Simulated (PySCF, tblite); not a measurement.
# C₈H₁₆N₂: infrared bands and NMR shifts

Wanted: the infrared bands and NMR shifts of C₈H₁₆N₂ (`CN(C1CC1)N1CCCC1`), by calculation.

Programs: tblite 0.8.0 and PySCF 2.14.0, with density-fitted response routines of our own. Each step states its level of theory. These are calculated values for one molecule in the gas phase, unless marked as measured. Atoms count from 0, in the outputs and in this text.

### 1 The molecule as given

26 atoms, charge 0, multiplicity 1; geometry from: GFN2-xTB.

Bonds of the start (Å): C0–N1 1.45, N1–C2 1.43, C2–C3 1.50, C3–C4 1.50, N1–N5 1.40, N5–C6 1.46, C6–C7 1.53, C7–C8 1.54, C8–C9 1.53, C4–C2 1.50, C9–N5 1.45, C0–H10 1.10, C0–H11 1.09, C0–H12 1.09, C2–H13 1.09, C3–H14 1.08, C3–H15 1.08, C4–H16 1.08, C4–H17 1.08, C6–H18 1.09, C6–H19 1.10, C7–H20 1.09, C7–H21 1.09, C8–H22 1.09, C8–H23 1.09, C9–H24 1.09, C9–H25 1.10.

### 2 Harmonic vibrations with GFN2-xTB

What the job is given:

```
{"job": {"kind": "ir", "xc": "GFN2-xTB", "basis": "xTB"}, "charge": 0, "multiplicity": 1}
C     -0.756834    -1.741418    -1.015388
N     -0.808090    -0.404431    -0.447620
C     -1.788708    -0.299918     0.591632
C     -3.153253     0.185291     0.198569
C     -2.235280     1.074457     0.978311
N      0.407475     0.176797    -0.061410
C      1.353447    -0.595238     0.733430
C      2.605389     0.289316     0.755256
C      2.421775     1.265311    -0.423885
C      1.179228     0.748901    -1.146154
H     -0.562461    -2.524763    -0.267453
H     -1.720514    -1.941789    -1.480965
H      0.014885    -1.781496    -1.782185
H     -1.733710    -1.055577     1.379645
H     -4.012923    -0.238867     0.694892
H     -3.310716     0.418800    -0.842312
H     -1.769762     1.897214     0.461211
H     -2.456265     1.269267     2.016443
H      0.941876    -0.770776     1.729369
H      1.587306    -1.569903     0.274497
H      2.676788     0.832619     1.695805
H      3.506406    -0.312407     0.642700
H      2.240405     2.272828    -0.053063
H      3.290620     1.291276    -1.078943
H      0.601419     1.535477    -1.631192
H      1.460453     0.001640    -1.907916
```

**Question.** This job is followed by: GIAO PBE0/pcSseg-1 NMR shielding, non-relativistic, gas phase. Predict these results of the whole session: strongest single infrared mode (GFN2-xTB); zero-point energy (GFN2-xTB); ¹³C shifts against TMS (PBE0/pcSseg-1, means over atoms taken as alike); ¹H shifts against TMS (PBE0/pcSseg-1, means over atoms taken as alike); ¹⁵N shifts against NH3 (PBE0/pcSseg-1).

As calculated:

```
                                                               quantity                                   value
                              strongest single infrared mode (GFN2-xTB)                    2829 cm⁻¹, 97 km/mol
                                           zero-point energy (GFN2-xTB)                          144.6 kcal/mol
¹³C shifts against TMS (PBE0/pcSseg-1, means over atoms taken as alike)        48.1, 40.5, 32.4, 23.6, 10.4 ppm
 ¹H shifts against TMS (PBE0/pcSseg-1, means over atoms taken as alike)  2.61, 2.40, 1.92, 1.71, 0.62, 0.49 ppm
                                 ¹⁵N shifts against NH3 (PBE0/pcSseg-1)                         114.7, 99.5 ppm
```

**Reading.** The lowest mode is imaginary (21i cm⁻¹), so the xTB geometry is not a minimum. The strongest single mode, at 2829 cm⁻¹, moves mainly H19. Unscaled tight-binding wavenumbers are off by several per cent, some by more. Its intensities can rank the bands wrongly. The most deshielded carbon is C6, C9 (mean) (sp3 CH2 bonded to N), at 48.1 ppm: pulled downfield by the heteroatom. The most deshielded hydrogen is H18, H19, H24, H25 (mean) (hydrogen on an sp3 CH2 bonded to N), at 2.61 ppm: its carbon carries N, an electronegative neighbour. At PBE0/pcSseg-1: The largest span, 169 ppm, is at N5, where the paramagnetic term is -172 ppm.
